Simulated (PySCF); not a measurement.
# RbH under other conditions

Aim: change spin, charge, geometry, field or solvent of RbH, one at a time, and compare with the base run.

Computed with PySCF 2.14.0. Level: method and basis as typed in the scripts.

3 further runs of the same task are left out: 2 for a known fault of the program, 1 that didn't finish.

### 1 The starting structure

RbH: 2 atoms, charge 0, spin multiplicity 1.

Bond lengths: Rb1–H2 2.380 Å.

### 2 The base run

File input.py:

```python
from pyscf import gto, scf, cc

mol = gto.M(
    atom='Rb 0 0 0; H 0 0 2.38',
    basis='jorge-dzp',
    charge=0,
    spin=0,
    verbose=4,
)
mf = scf.UHF(mol)
mf.kernel()
mycc = cc.CCSD(mf)
mycc.kernel()
mf.dip_moment()
print('orbital energies (hartree):', [e[max(0, n-3):n+3].round(4) for e, n in zip(mf.mo_energy, mol.nelec)])
```

Run with:

```
$ python input.py
```

Its log is not repeated here.

In short: E(SCF) = -2938.584850 Eh, 11 cycles, E(CCSD) − E(SCF) = -0.20745 Eh, μ = 9.45 D (of the SCF density).

No relativity is included for the heavy element. The bond length is a typed value, not an optimised one.

### 3 Electric field 0.2 a.u.

Variant 1 changes electric field: none → 0.2 a.u.

File input.py:

```python
from pyscf import gto, scf, cc

mol = gto.M(
    atom='Rb 0 0 0; H 0 0 2.38',
    basis='jorge-dzp',
    charge=0,
    spin=0,
    verbose=4,
)
mf = scf.UHF(mol)
field = 0.2  # electric field along z, atomic units
h = mf.get_hcore() + field*mol.intor('int1e_r')[2]
mf.get_hcore = lambda *args: h
e_nuc = mol.energy_nuc() - field*mol.atom_charges() @ mol.atom_coords()[:, 2]
mf.energy_nuc = lambda *args: e_nuc
mf.kernel()
mycc = cc.CCSD(mf)
mycc.kernel()
mf.dip_moment()
print('orbital energies (hartree):', [e[max(0, n-3):n+3].round(4) for e, n in zip(mf.mo_energy, mol.nelec)])
```

Run with:

```
$ python input.py
```

### 4 Bond 4.76 Å

Variant 2 changes bond length: 2.38 Å → 4.76 Å.

input.py: that of step 2 with these lines changed.

```diff
@@ -3,3 +3,3 @@
 mol = gto.M(
-    atom='Rb 0 0 0; H 0 0 2.38',
+    atom='Rb 0 0 0; H 0 0 4.76',
     basis='jorge-dzp',
```

### 5 Bond 2.309 Å

Variant 3 changes bond length: 2.38 Å → 2.309 Å.

input.py: that of step 2 with these lines changed.

```diff
@@ -3,3 +3,3 @@
 mol = gto.M(
-    atom='Rb 0 0 0; H 0 0 2.38',
+    atom='Rb 0 0 0; H 0 0 2.309',
     basis='jorge-dzp',
```

### 6 Charge +1 (doublet)

Variant 4 changes charge: 0 → 1; spin (2S): 0 → 1.

input.py: that of step 2 with these lines changed.

```diff
@@ -5,4 +5,4 @@
     basis='jorge-dzp',
-    charge=0,
-    spin=0,
+    charge=1,
+    spin=1,
     verbose=4,
```

What does the calculation give? Wanted: for each run, E(SCF); from base; gap, α spin; SCF dipole; after the SCF.

As calculated:

| run | E(SCF) (hartree) | from base (eV) | cycles | gap, α spin (eV) | SCF dipole (D) | after the SCF |
| --- | --- | --- | --- | --- | --- | --- |
| base | -2938.584850 | 0 | 11 | 6.08 | 9.45 | CCSD correlation -5.645 eV |
| electric field 0.2 a.u. (poor choice) | -2941.058117 | not comparable | 8 | 14.40 | 42.29 | CCSD correlation -4.884 eV |
| bond 4.76 Å | -2938.518952 | +1.7932 | 11 | 3.53 | 18.02 | CCSD correlation -6.186 eV |
| bond 2.309 Å | -2938.583896 | +0.0260 | 11 | 6.16 | 9.16 | CCSD correlation -5.651 eV |
| charge +1 (doublet) | -2938.410443 | +4.7459 | 8 | 15.73 | n/a | CCSD correlation -4.914 eV |

In words: The largest comparable shift of the SCF energy, +1.793 eV, comes with the run “bond 4.76 Å”. At the SCF level, going to the doublet with one electron fewer costs 4.75 eV at fixed geometry, against 6.19 eV for the negative of the highest filled level. With bond 4.76 Å the frontier gap moves by over 1.5 eV, which can mean another electronic state rather than the bond length alone. Rows marked «poor choice» come from settings spoiled on purpose.
